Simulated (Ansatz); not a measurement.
# C₂H₆ClMoNO: basis-set convergence

Aim: see how fast density functionals converge with the basis set for C₂H₆ClMoNO.

Method: one geometry, several basis sets; program: Ansatz 0.2.0, Gaussian basis.

The runs, in order: PBE0-D4/def2-SVP; ωB97M-V/def2-SVP; PBE0-D4/def2-QZVPP; ωB97M-V/def2-QZVPP; the functionals' def2-TZVPP values are taken from earlier runs.

### 1 The relaxed structure

The geometry comes from an earlier relaxation with PBE0-D4 in a triple-zeta def2 set; it is a stationary point, not always the lowest conformer. Mo takes the def2 core potential; no spin-orbit term is included.

SMILES `C[N]=[Mo]([CH3])(=[O])[Cl]`, 12 atoms, charge 0, spin multiplicity 1.

Atoms are counted from 1 here; the program's logs count them from 0.

Bond lengths: C1–N2 1.417 Å, C1–H7 1.095 Å, C1–H8 1.095 Å, C1–H9 1.096 Å, N2–Mo3 1.717 Å, Mo3–C4 2.102 Å, Mo3–O5 1.674 Å, Mo3–Cl6 2.278 Å, C4–H10 1.094 Å, C4–H11 1.094 Å, C4–H12 1.091 Å. Angles: N2–C1–H7 110.2°, N2–C1–H8 109.5°, N2–C1–H9 111.4°, H7–C1–H8 107.9°, H7–C1–H9 109.1°, H8–C1–H9 108.7°, C1–N2–Mo3 151.7°, N2–Mo3–C4 103.2°, N2–Mo3–O5 107.7°, N2–Mo3–Cl6 111.0°, C4–Mo3–O5 106.8°, C4–Mo3–Cl6 112.3°, O5–Mo3–Cl6 115.0°, Mo3–C4–H10 108.3°, Mo3–C4–H11 108.0°, Mo3–C4–H12 112.4°, H10–C4–H11 109.9°, H10–C4–H12 109.3° and more.

Geometry (Å):

```mol
C2H6ClMoNO
  3D, bonds by distance, orders not assigned

 12 11  0  0  0  0  0  0  0  0999 V2000
   -1.3167   -1.8032   -0.1150 C   0  0
   -0.6338   -0.6425    0.3269 N   0  0
   -0.2341    1.0215    0.1867 Mo  0  0
    1.8482    0.9934   -0.1016 C   0  0
   -0.9127    1.5904   -1.2336 O   0  0
   -0.8326    2.1642    2.0637 Cl  0  0
   -2.0520   -2.1160    0.6332 H   0  0
   -0.6003   -2.6211   -0.2442 H   0  0
   -1.8275   -1.6287   -1.0690 H   0  0
    2.1888    2.0225   -0.2519 H   0  0
    2.3087    0.5767    0.7992 H   0  0
    2.1410    0.3876   -0.9602 H   0  0
  1  2  8  0
  2  3  8  0
  3  4  8  0
  3  5  8  0
  3  6  8  0
  1  7  8  0
  1  8  8  0
  1  9  8  0
  4 10  8  0
  4 11  8  0
  4 12  8  0
M  END
```

### 2 PBE0-D4 in def2-SVP

The input, in.yaml:

```yaml
crystal:
  periodic: [false, false, false]
  atoms:
    - {symbol: C, position_ang: [-1.316702, -1.803152, -0.115050]}
    - {symbol: N, position_ang: [-0.633796, -0.642456, 0.326893]}
    - {symbol: Mo, position_ang: [-0.234068, 1.021532, 0.186663]}
    - {symbol: C, position_ang: [1.848247, 0.993400, -0.101606]}
    - {symbol: O, position_ang: [-0.912703, 1.590439, -1.233601]}
    - {symbol: Cl, position_ang: [-0.832581, 2.164205, 2.063714]}
    - {symbol: H, position_ang: [-2.052012, -2.116016, 0.633158]}
    - {symbol: H, position_ang: [-0.600323, -2.621121, -0.244220]}
    - {symbol: H, position_ang: [-1.827542, -1.628738, -1.068972]}
    - {symbol: H, position_ang: [2.188834, 2.022525, -0.251925]}
    - {symbol: H, position_ang: [2.308664, 0.576652, 0.799176]}
    - {symbol: H, position_ang: [2.140982, 0.387630, -0.960229]}
basis:
  gaussian: {orbitals: def2-SVP}
hamiltonian: {xc: pbe0, dispersion: d4}
output: {orbitals: {seedname: orbitals}}
```

Launch:

```bash
ansatz run in.yaml --threads 4 --pin off --events-out ev --progress --plain --max-ram 11315MiB
```

Further steps of the session: ωB97M-V in def2-SVP; PBE0-D4 in def2-QZVPP; ωB97M-V in def2-QZVPP.

**Question.** What will the summary of the whole plan be? Wanted: PBE0-D4: double and triple zeta above quadruple; ωB97M-V: double and triple zeta above quadruple.

As calculated:

```
                                       quantity           value
PBE0-D4: double and triple zeta above quadruple  12.40, 0.80 eV
ωB97M-V: double and triple zeta above quadruple  12.60, 0.77 eV
```

**Reading.** For PBE0-D4 the step from double to triple zeta gains 11.61 eV and the next only 0.80 eV. Total energies overstate the basis error of differences, where much of it tends to cancel.
